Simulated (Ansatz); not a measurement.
# TaCl (triplet): wave-function methods side by side, def2-SVP

An exercise on one series of results from a longer session: the logs are not shown, and one member is left open.

Computed with Ansatz 0.2.0, Gaussian basis. Level: def2-SVP, core rule «outside noble gas», up to 9 orbitals frozen.

Plan: UHF; CCSD(T) on ROHF; CCSD(T) on UHF; CISD as a restricted active space (open shells left free, so some higher excitations enter); CCSDT(Q) on ROHF; CCSDT(Q) on UHF.

16 further runs of the same task are left out: 8 for a known fault of the program, 3 that didn't finish, 5 set aside as unsound or not needed. Runs told in other sessions of the task aren't counted.

### What is computed

The geometry is a PBE0/def2-TZVP stationary point (not a proven minimum) of the parent state, kept for this charge and spin. No spin-orbit coupling is included. Elements past krypton take def2 core potentials.

2 atoms, charge 0, spin multiplicity 3.

Atoms are counted from 1 here; the program's logs count them from 0.

Bond lengths: Ta1–Cl2 2.208 Å.

Set-up of the first run:

Input file in.yaml:

```yaml
crystal:
  periodic: [false, false, false]
  atoms:
    - {symbol: Ta, position_ang: [0.000000, 0.000000, 0.000000]}
    - {symbol: Cl, position_ang: [0.000000, 0.000000, 2.208400]}
basis:
  gaussian: {orbitals: def2-SVP}
magnetization: {spin_polarized: true, initial_magnetization: 2}
hamiltonian: {xc: hf}
output: {orbitals: {seedname: orbitals}}
```

On the command line:

```sh
ansatz run in.yaml --threads 1 --pin off --events-out ev --progress --plain --max-ram 2393MiB
```

Steps of the session up to this table: UHF; CCSD(T) on ROHF; CCSD(T) on UHF; CISD as a restricted active space (open shells left free, so some higher excitations enter); CCSDT(Q) on ROHF; CCSDT(Q) on UHF.

One table of the session follows, with a row left open; its other results are not shown here.

```
   method  from RCCSDT(Q) (kJ/mol)
      UHF                   +602.6
     RMP2                   +109.9
     UMP2                    +99.5
    RCCSD                    +33.3
    UCCSD                    +25.9
 RCCSD(T)                     +7.3
 UCCSD(T)                     +3.8
   RCCSDT                     +1.9
   UCCSDT                        ?
RCCSDT(Q)                        0
UCCSDT(Q)                     -4.1
```

Estimate the missing values for UCCSDT.

The run gave: from RCCSDT(Q) (kJ/mol): -1.8. In the column «from RCCSDT(Q) (kJ/mol)» it lies between UCCSDT(Q) (-4.1) and RCCSDT(Q) (0).

Not comparable, so not listed: CISD as a restricted active space (open shells left free, so some higher excitations enter) (they don't share determinant, frozen orbitals or solution with the rows shown, or repeat one).

Left out of the table: ROHF (another determinant or state than the rows shown).

Caveats from the session: The determinant of HF (⟨S²⟩ 2.68) is far from a pure spin state, so its energy mixes those of several spin states; that is harmless only where they are near-degenerate. The determinant of CCSD(T) (⟨S²⟩ 2.68) is far from a pure spin state, so its energy mixes those of several spin states; high orders of coupled cluster remove much of that, low ones don't. The determinant of CCSDT(Q) (⟨S²⟩ 2.68) is far from a pure spin state, so its energy mixes those of several spin states; high orders of coupled cluster remove much of that, low ones don't. Warnings: spin contamination; coupled cluster took another determinant than the lowest; large T1 diagnostic. Restricted and unrestricted rows rest on different reference determinants; a gap between their highest levels can come from leftover correlation error, from unlike frozen cores or from another state.
